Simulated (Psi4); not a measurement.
# SiCl2F (SMILES F[Si](Cl)Cl) at UMN15/cc-pVDZ (sweep point 4)

Aim: a geometry optimisation of SiCl2F. 

The calculation is run with Psi4 1.11.

4 further runs of the same task are left out: 1 that didn't finish, 3 set aside as unsound or not needed.

## 1. The molecule

SiCl2F has 4 atoms, charge 0, and is taken as a doublet. SMILES: `F[Si](Cl)Cl`. The shape is that of a GFN2-xTB optimisation. The run starts from this shape.

Bond lengths: F1–Si2 1.619 Å, Si2–Cl3 2.009 Å, Si2–Cl4 2.009 Å. Angles: F1–Si2–Cl3 104.6°, F1–Si2–Cl4 104.6°, Cl3–Si2–Cl4 115.3°.

## 2. A structure relaxation at UMN15/cc-pVDZ (sweep point 4)

File calc.dat:

```
memory 1600 MB

molecule {
  0 2
  F      1.188320    -0.376450     0.907180
  Si     0.062910    -0.422220    -0.255610
  Cl    -1.686390    -0.399210     0.731740
  Cl     0.435160     1.197870    -1.383320
  symmetry c1
}

set reference uks
set puream true
set scf_type pk
set dft_radial_points 50
set dft_spherical_points 194
set g_convergence gau_tight
set geom_maxiter 50
set maxiter 150

e, wfn = opt('mn15/cc-pVDZ', return_wfn=True)
print_variables()
```

The run is started by

```
$ psi4 -n 1 calc.dat calc.out
```

calc.out:

```text
[...]
  Running in c1 symmetry.
[...]
  Nuclear repulsion =  267.856066824226446
[...]
  Multiplicity = 2
[...]
  Nalpha       = 29
  Nbeta        = 28
[...]
    Number of basis functions: 68
[...]
   @UKS iter   1: -1309.33874309713974   -8.21256e-02   6.38384e-03 ADIIS/DIIS
[...]
   @UKS iter   5: -1309.41523530776340    2.27374e-13   5.87468e-09 DIIS
[...]
   @S^2 Observed:                7.516238779E-01
[...]
  @UKS Final Energy: -1309.41523530776340
   => Energetics <=
    Nuclear Repulsion Energy =            263.0110060440921416
    One-Electron Energy =               -2335.6045094919290932
    Two-Electron Energy =                 813.0764184881286383
    DFT Exchange-Correlation Energy =     -49.8981503480550472
    Empirical Dispersion Energy =           0.0000000000000000
    VV10 Nonlocal Energy =                  0.0000000000000000
    Total Energy =                      -1309.4152353077633961
[...]
 Multipole Moments:
 ------------------------------------------------------------------------------------
     Multipole            Electronic (a.u.)      Nuclear  (a.u.)        Total (a.u.)
 ------------------------------------------------------------------------------------
 L = 1.  Multiply by 2.5417464519 to convert [e a0] to [Debye]
 Dipole X            :          0.3642112           -0.4207195           -0.0565083
 Dipole Y            :         -0.1676309           -0.1778457           -0.3454766
 Dipole Z            :          0.2386930           -0.5562263           -0.3175333
 Magnitude           :                                                    0.4726253
[...]
  -Total Gradient:
     Atom            X                  Y                   Z
    ------   -----------------  -----------------  -----------------
       1       -0.000068967472    -0.000140817939    -0.000175480653
       2       -0.000061221100    -0.000140148947    -0.000167183476
       3       -0.000069185173    -0.000124320277    -0.000154764322
       4       -0.000062573002    -0.000119307728    -0.000161389544
[...]
    Final optimized geometry and variables:
    Molecular point group: c1
    Full point group: C1
    Geometry (in Angstrom), charge = 0, multiplicity = 2:
    F            1.422092888442    -0.494731882749     1.052654932345
    SI           0.283135496589    -0.528374739946    -0.115007235446
    CL          -1.552018891441    -0.446626543601     0.809462196207
    CL           0.552879590686     1.138139567150    -1.289352513785
  Variable Map:
  ----------------------------------------------------------------------------
  "CURRENT ENERGY"              =>   -1309.415235307763
  "CURRENT REFERENCE ENERGY"    =>   -1309.415235307763
  "DD SOLVATION ENERGY"         =>       0.000000000000
  "DFT FUNCTIONAL TOTAL ENERGY" =>   -1309.415235307763
[...]
```

On the terminal:

```text
Optimizer: Optimization complete!
```

It took 1.7 min on 1 thread of AMD EPYC 9R45 (Zen 5), shared host; peak memory 0.54 GiB.

The path in brief:

```csv
step,energy from the first frame kept (eV),largest force (eV/Å)
0,0.0000,1.0508
1,-0.0602,0.4677
2,-0.0693,0.1238
3,-0.0696,0.0376
4,-0.0696,0.0150
5,-0.0697,0.0122
6,-0.0697,0.0121
```

After the run. Bond lengths: F1–Si2 1.631 Å, Si2–Cl3 2.056 Å, Si2–Cl4 2.056 Å. Angles: F1–Si2–Cl3 107.5°, F1–Si2–Cl4 107.5°, Cl3–Si2–Cl4 110.0°.

## 3. What came out

Level: UMN15/cc-pVDZ (sweep point 4).

| quantity | value |
| --- | --- |
| total energy at the end | -1309.41524 Eh |
| dipole moment | 1.20 D |
| HOMO energy (highest over α and β) | -7.60 eV |
| LUMO energy (lowest over α and β) | -2.98 eV |
| ⟨S²⟩ | 0.752 |

What this shows: At the final geometry: Bond lengths: F1–Si2 1.631 Å, Si2–Cl3 2.056 Å, Si2–Cl4 2.056 Å. Angles: F1–Si2–Cl3 107.5°, F1–Si2–Cl4 107.5°, Cl3–Si2–Cl4 110.0°. The optimisation took 7 steps and changed the energy by -0.070 eV.
